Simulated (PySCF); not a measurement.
# C7H6O: the cost of one run

Computed with PySCF 2.14.0 and routines of our own; the level stands in each step. Atoms count from 0.

## 1. The system as given

14 atoms, charge -1, multiplicity 2; geometry from: GFN2-xTB.

## 2. Open-shell or spin-flip excitations: unrestricted TDA PBE0/def2-SVPD in acetone

The job: settings as JSON, then the geometry in Å.

```
{"job": {"kind": "uabs", "xc": "PBE0", "basis": "def2-SVPD", "nstates": 10, "tda": true, "solvent": "acetone", "pol": false}, "charge": -1, "multiplicity": 2}
C      3.373624    -0.028376     0.010709
C      1.927360     0.086677     0.030066
C      0.708143     0.153698     0.035622
C     -0.636415     0.259059     0.052883
C     -1.911277    -0.232880    -0.067614
C     -2.759563    -1.284034    -0.317649
O     -4.018274    -1.282978    -0.322901
C     -1.771478     1.215410     0.272693
H      3.801959     0.427129    -0.891914
H      3.673681    -1.080826     0.031317
H      3.819482     0.468456     0.880490
H     -2.225551    -2.244572    -0.540492
H     -1.987287     1.978482    -0.479477
H     -1.995082     1.564282     1.284100
```

Level: unrestricted TDA PBE0/def2-SVPD, vertical, IEF-PCM acetone (non-equilibrium linear response), core orbitals frozen in the response.

Started as:

```bash
> OMP_NUM_THREADS=1 python excited_run.py task.json out
```

This one command runs all jobs of the session in turn.

Q: Estimate the wall time and peak memory of this first job on 1 thread of Arm Neoverse N1, shared host.

About 88 s, with a peak of 0.83 GiB.
